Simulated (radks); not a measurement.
**Ag inside a hard spherical wall**

One table from this session's results is given with a row withheld; the runs are named, their logs left out.

Method: scalar-relativistic Kohn-Sham, r2SCAN, spin-unpolarised, spherical densities, finite nucleus. Code: radks (a radial shooting solver on a logarithmic mesh, Libxc functionals) version 1.

## What is computed

- element: silver (Z = 47)
- charge: 0
- electrons: 47
- configuration: [Kr] 4d10 5s1
- nuclear rms radius: 4.5454 fm

Outer shells as boxes (Hund's rule):

Ag
```
[Kr] core
4d [↑↓][↑↓][↑↓][↑↓][↑↓]
5s [↑ ]
```

Set-up of the first run:

The run's settings:

```text
Z 47
configuration [Kr] 4d10 5s1 5p0 6s0 4f0
relativity scalar-relativistic
functional r2scan,r2scan
spin unpolarised
nucleus finite rms 4.5454 fm
c 137.035999084
```

Steps of the session up to this table: The free atom; Wall at 20 bohr; Wall at 15 bohr; Wall at 10 bohr; Wall at 7 bohr; Wall at 6 bohr; Wall at 4 bohr; Wall at 3.5 bohr; Wall at 1.5 bohr.

One of the session's tables, all rows but one given; the rest of the session is left out.

| R (bohr) | E − E(free) (eV) | ε(5s) (eV) | ε(5p, empty) (eV) |
| --- | --- | --- | --- |
| free | 0.000 | -4.292 | - |
| 20 | 0.000 | -4.292 | -0.370 |
| 15 | ? | ? | ? |
| 10 | 0.007 | -4.270 | -0.183 |
| 7 | 0.190 | -3.929 | 0.822 |
| 6 | 0.589 | -3.380 | 1.973 |
| 4 | 7.433 | 2.539 | 11.141 |
| 3.5 | 15.717 | 7.974 | 18.540 |
| 1.5 | 1077.5 | 319.35 | 357.79 |

Q: Estimate the row for R (bohr) = 15 from the others.

Worked estimate for «E − E(free) (eV)». A straight line through the neighbours (20, 0.000) and (10, 0.007) gives 0.000 + (0.007 − 0.000) × (15 − 20) / (10 − 20) = 0.004; a parabola fitted to 3 rows on both sides gives -0.112.

**Answer.** E − E(free) (eV): 0.000; ε(5s) (eV): -4.292; ε(5p, empty) (eV): -0.359. In «E − E(free) (eV)» the line misses by +0.004 and the parabola by -0.112. Between these rows the values bend or scatter more than so simple an estimate can follow.

From R = 4 bohr inwards the highest occupied level lies above zero, pushed up by confinement. Shells are not refilled when levels cross, and a hard wall is a model, not a crystal.
